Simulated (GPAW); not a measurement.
Runs of GPAW 26.7.0 on NiAu3. Symmetry: Pm-3m, No. 221, cubic system. The conventional cell has a = 4.028 Å, b = 4.028 Å, c = 4.028 Å, α = 90.00°, β = 90.00°, γ = 90.00°. Around Au (site symmetry 4/mmm) lie 8 Au at 2.85 Å and 4 Ni at 2.85 Å. Ni (site symmetry m-3m) is surrounded by 12 Au at 2.85 Å. The cell comes from a database or a generator and needn't be the stable form of this composition.

```tsv
task	level	potentials or basis	cell	k mesh	band path	band points	optimizer	fmax	max steps	gap on the mesh (eV)	pressure (GPa)	moment (μB)	relaxed volume (Å³/atom)
band structure	LDA	the program's PAW data sets (release 1.2.1) made for this functional, pw	as given	5 × 5 × 5	GXMGRX,MR	80	-	-	-	-	-11.5	0.00	-
relaxation of cell and atoms	PBEsol+D3(BJ)+ATM	PAW data sets generated in the run's folder for this functional, pw	relaxed	5 × 5 × 5	-	-	BFGS	0.02 eV/Å	60	none	-0.1	0.00	(a)
relaxation of cell and atoms	PBEsol	PAW data sets generated in the run's folder for this functional, pw	relaxed	5 × 5 × 5	-	-	BFGS	0.02 eV/Å	60	none	0.0	0.00	(b)
single point	PBEsol	PAW data sets generated in the run's folder for this functional, pw	as given	7 × 7 × 7	-	-	-	-	-	none	-6.8	0.00	-
relaxation of cell and atoms	PBEsol+D3(BJ)	PAW data sets generated in the run's folder for this functional, pw	relaxed	5 × 5 × 5	-	-	BFGS	0.02 eV/Å	60	none	-0.1	0.00	15.21
band structure	PBEsol	PAW data sets generated in the run's folder for this functional, pw	as given	5 × 5 × 5	GXMGRX,MR	80	-	-	-	-	-7.1	0.00	-
relaxation of cell and atoms	PBEsol+D3	PAW data sets generated in the run's folder for this functional, pw	relaxed	5 × 5 × 5	-	-	BFGS	0.02 eV/Å	60	none	0.0	0.00	15.30
```

Alike in all rows: spin collinear, ferromagnetic start; cutoff (eV) 600; smearing fermi-dirac 0.05 eV.

Estimate the missing entries.

(a) 15.33; (b) 15.64.

Caveats: with this Au data set, volumes or pressures lay over 1.5 % or 2 GPa off other programs in two to four cells of ten; the stock nickel data set gives pressures a few GPa off other programs; each step starts from the last one's moments, so a moment once lost doesn't come back (some runs); later steps reuse the first step's grids (some runs); pairwise dispersion overbinds metals, which lowers pressure and volume (some runs).

A k mesh can miss the band edges, and the runs leave out spin-orbit coupling on Au.

A gap of «none» marks a metal or a gap under the smearing width.

Not every run made on this cell is shown here.
